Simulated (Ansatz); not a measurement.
**AlBF2H2: up Jacob's ladder to CCSD(T)**

How much do the methods differ for AlBF2H2? The plan is to run it at one geometry with functionals of several rungs and with coupled cluster. The yardstick is the atomisation energy at the CCSD(T) limit.

Method: functionals in def2-TZVPP, the program's frozen cores in correlated methods; program: Ansatz 0.2.0, Gaussian basis.

Levels to be run: LDA (SPW92), PBE-D4, revPBE-D4, BLYP-D4, r2SCAN-D4, B97M-V, PBE0-D4, B3LYP-D4, r2SCANh-D4, r2SCAN0-D4, HSE06-D4, BHLYP-D4, CAM-B3LYP-D4, LC-ωPBE, ωB97X-V, ωB97M-V, B2PLYP, PBE-QIDH; CCSD(T)/def2-SVP; CCSD(T)/def2-TZVPP; MP2/def2-QZVPP; extrapolation to the limit; RPA on PBE.

## 1. Structure used throughout

The geometry comes from an earlier relaxation with PBE0-D4 in a triple-zeta def2 set; it is a stationary point.

SMILES `F[B](F)[AlH2]`, 6 atoms, charge 0, spin multiplicity 1.

Atoms are counted from 1 here; the program's logs count them from 0.

Bond lengths: F1–B2 1.326 Å, B2–F3 1.326 Å, B2–Al4 2.156 Å, Al4–H5 1.587 Å, Al4–H6 1.587 Å. Angles: F1–B2–F3 114.9°, F1–B2–Al4 122.6°, F3–B2–Al4 122.6°, B2–Al4–H5 120.2°, B2–Al4–H6 120.1°, H5–Al4–H6 119.7°.

As a file:

```tsv
atom	x (Å)	y (Å)	z (Å)
F1	1.4049	-1.2994	0.9636
B2	0.2734	-1.0303	0.3268
F3	-0.5141	-2.0770	0.1215
Al4	-0.2459	0.9575	-0.3254
H5	0.1832	1.4611	-1.7679
H6	-1.0592	1.9240	0.6353
```

## 2. LDA

This LDA is Slater exchange with PW92 correlation.

in.yaml reads:

```yaml
crystal:
  periodic: [false, false, false]
  atoms:
    - {symbol: F, position_ang: [1.404856, -1.299361, 0.963637]}
    - {symbol: B, position_ang: [0.273440, -1.030280, 0.326821]}
    - {symbol: F, position_ang: [-0.514117, -2.077019, 0.121531]}
    - {symbol: Al, position_ang: [-0.245904, 0.957541, -0.325427]}
    - {symbol: H, position_ang: [0.183164, 1.461115, -1.767944]}
    - {symbol: H, position_ang: [-1.059240, 1.924005, 0.635281]}
basis:
  gaussian: {orbitals: def2-TZVPP}
hamiltonian: {xc: lda}
output: {orbitals: {seedname: orbitals}}
```

Run with:

```
$ ansatz run in.yaml --threads 2 --pin off --events-out ev --progress --plain --max-ram 4352MiB
```

The runs that follow: PBE-D4 (GGA); revPBE-D4 (GGA); BLYP-D4 (GGA); r2SCAN-D4 (meta-GGA); B97M-V (meta-GGA); PBE0-D4 (hybrid); B3LYP-D4 (hybrid); r2SCANh-D4 (hybrid); r2SCAN0-D4 (hybrid); HSE06-D4 (hybrid); BHLYP-D4 (hybrid); CAM-B3LYP-D4 (range-separated); LC-ωPBE (range-separated); ωB97X-V (range-separated); ωB97M-V (range-separated); B2PLYP (double hybrid); PBE-QIDH (double hybrid); CCSD(T) in def2-SVP; CCSD(T) in def2-TZVPP; MP2 in def2-QZVPP; RPA on PBE orbitals.

Before running them: what should the planned runs give, taken together? Wanted: atomisation energy, CCSD(T)/CBS; farthest beyond LDA; mean size of error, GGA; mean size of error, meta-GGA; mean size of error, hybrid; mean size of error, range-separated; mean size of error, double hybrid; gap, smallest and largest; T1 diagnostic.

The runs gave:

```
                               quantity                                            value
        atomisation energy, CCSD(T)/CBS                                        21.783 eV
    functionals within 0.109 eV (0.5 %)  BLYP-D4, B3LYP-D4, r2SCANh-D4, ωB97X-V, ωB97M-V
                    farthest beyond LDA                             BHLYP-D4 (-0.713 eV)
                mean size of error, GGA                                         0.213 eV
           mean size of error, meta-GGA                                         0.224 eV
             mean size of error, hybrid                                         0.243 eV
    mean size of error, range-separated                                         0.127 eV
      mean size of error, double hybrid                                         0.171 eV
              gap, smallest and largest        3.92 eV (LDA (SPW92)), 10.91 eV (LC-ωPBE)
                          T1 diagnostic                                           0.0136
triples share of the correlation energy                                            2.9 %
```

What this shows: LDA overbinds by 3.094 eV (14 %). PBE-D4 misses by +0.320 eV. Double hybrids carry the basis error of their MP2 part in triple zeta, and no dispersion term here, so their miss is partly the set-up's. By mean error the best rung here is range-separated (0.127 eV) and the worst beyond LDA is hybrid (0.243 eV). The gap between the best rungs is small, so their order is not settled. The mean of the hybrids holds BHLYP, with half exact exchange. The reference freezes the cores and leaves out relativity and excitations past (T), so misses under about 0.109 eV can't be ranked. Hartree-Fock recovers 77 % of the binding; the rest is correlation. CCSD(T) in def2-SVP is off by -0.988 eV, which most functionals beat. The gap grows from 3.9 to 10.9 eV across the functionals, mostly with the share of exact exchange.
